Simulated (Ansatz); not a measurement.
# SiGeH7 (doublet): the correlation ladder at distance Ge1–H5 along a hydrogen transfer = 1.833 Å, cc-pVDZ

Aim: climb from Hartree-Fock through coupled cluster and multireference methods for SiGeH7 (doublet) at one geometry and basis, and see what each rung misses.

The runs use Ansatz 0.2.0, Gaussian basis; cc-pVDZ, core rule «outside noble gas», up to 19 orbitals frozen.

To be run: UHF; CCSD(T) on ROHF; CCSD(T) on UHF; BCCD(T) on ROHF; CISD; CCSDT(Q) on ROHF; CCSDT(Q) on UHF; CASSCF and MRCISD+Q, 3 electrons in 3 orbitals; CASSCF and NEVPT2, 3 electrons in 3 orbitals; CASSCF and MRCISD+Q, 9 electrons in 9 orbitals; CASSCF and NEVPT2, 9 electrons in 9 orbitals.

## (1) What is computed

The geometry derives from fragments relaxed apart (PBE0/def2-TZVP) and kept rigid, so it is no stationary point. A hydrogen atom is moved between rigid fragments. No spin-orbit coupling is included. The filled d shell of Ge may be among the frozen orbitals whatever the setting's name suggests; the logs give the count.

9 atoms, charge 0, spin multiplicity 2.

Atoms are counted from 1 here; the program's logs count them from 0.

Bond lengths: Ge1–H2 1.534 Å, Ge1–H3 1.534 Å, Ge1–H4 1.534 Å, Ge1–H5 1.833 Å, H5–Si6 1.559 Å, Si6–H7 1.486 Å, Si6–H8 1.486 Å, Si6–H9 1.486 Å. Angles: H2–Ge1–H3 109.5°, H2–Ge1–H4 109.5°, H2–Ge1–H5 109.5°, H3–Ge1–H4 109.5°, H3–Ge1–H5 109.5°, H4–Ge1–H5 109.5°, Ge1–H5–Si6 180.0°, H5–Si6–H7 107.6°, H5–Si6–H8 107.6°, H5–Si6–H9 107.6°, H7–Si6–H8 111.3°, H7–Si6–H9 111.3°, H8–Si6–H9 111.3°.

As a file:

| atom | x (Å) | y (Å) | z (Å) |
| --- | --- | --- | --- |
| Ge1 | -0.9945 | 0.0000 | 0.0000 |
| H2 | -1.5059 | 1.4466 | 0.0000 |
| H3 | -1.5059 | -0.7233 | 1.2528 |
| H4 | -1.5059 | -0.7233 | -1.2528 |
| H5 | 0.8385 | 0.0000 | 0.0000 |
| Si6 | 2.3975 | 0.0000 | 0.0000 |
| H7 | 2.8475 | -1.4163 | 0.0000 |
| H8 | 2.8475 | 0.7081 | -1.2265 |
| H9 | 2.8475 | 0.7081 | 1.2265 |

## (2) UHF

in.yaml reads:

```yaml
crystal:
  periodic: [false, false, false]
  atoms:
    - {symbol: Ge, position_ang: [-0.994465, 0.000000, 0.000000]}
    - {symbol: H, position_ang: [-1.505915, 1.446599, 0.000000]}
    - {symbol: H, position_ang: [-1.505914, -0.723300, 1.252792]}
    - {symbol: H, position_ang: [-1.505915, -0.723299, -1.252792]}
    - {symbol: H, position_ang: [0.838535, 0.000000, 0.000000]}
    - {symbol: Si, position_ang: [2.397535, 0.000000, 0.000000]}
    - {symbol: H, position_ang: [2.847509, -1.416253, 0.000000]}
    - {symbol: H, position_ang: [2.847509, 0.708127, -1.226511]}
    - {symbol: H, position_ang: [2.847509, 0.708127, 1.226511]}
basis:
  gaussian: {orbitals: cc-pVDZ}
magnetization: {spin_polarized: true, initial_magnetization: 1}
hamiltonian: {xc: hf}
output: {orbitals: {seedname: orbitals}}
```

Started as:

```sh
> ansatz run in.yaml --threads 1 --pin off --events-out ev --progress --plain --max-ram 4096MiB --backend cpu
```

Further steps of the session: CCSD(T) on ROHF; CCSD(T) on UHF; BCCD(T) on ROHF; CISD; CCSDT(Q) on ROHF; CCSDT(Q) on UHF; CASSCF and MRCISD+Q, 3 electrons in 3 orbitals; CASSCF and NEVPT2, 3 electrons in 3 orbitals; CASSCF and MRCISD+Q, 9 electrons in 9 orbitals; CASSCF and NEVPT2, 9 electrons in 9 orbitals.

Before running them: what should the planned runs give, taken together? Wanted: UCCSDT(Q) below the RHF energy; RMP2 from UCCSDT(Q); UMP2 from UCCSDT(Q); RCCSD from UCCSDT(Q); RCCSD(T) from UCCSDT(Q); UCCSD(T) from UCCSDT(Q); RCCSDT(Q) from UCCSDT(Q); NEVPT2 frontier from UCCSDT(Q); MRCISD+Q frontier from UCCSDT(Q).

**Answer**, as computed:

| quantity | value |
| --- | --- |
| UCCSDT(Q) below the RHF energy | -7.8049 eV |
| RMP2 from UCCSDT(Q) | +1710.6 meV |
| UMP2 from UCCSDT(Q) | +1722.2 meV |
| RCCSD from UCCSDT(Q) | +203.0 meV |
| RCCSD(T) from UCCSDT(Q) | +42.5 meV |
| UCCSD(T) from UCCSDT(Q) | +40.6 meV |
| RCCSDT(Q) from UCCSDT(Q) | +2.9 meV |
| NEVPT2 frontier from UCCSDT(Q) | +1589.4 meV |
| MRCISD+Q frontier from UCCSDT(Q) | +60.7 meV |
| levels within 1 kcal/mol (43 meV) | RCCSD(T), UCCSD(T), BCCD(T), RCCSDT, UCCSDT, RCCSDT(Q) |
| T1 diagnostic | 0.016 |

RCCSD(T) misses by +42.5 meV, 0.5 % of the correlation energy. Of the multireference levels listed MRCISD+Q frontier comes nearest in total energy (+60.7 meV), which doesn't show that its space is the better one. These misses are within one basis, not against nature; the frozen cores of restricted and unrestricted runs differ, which can shift their rows.
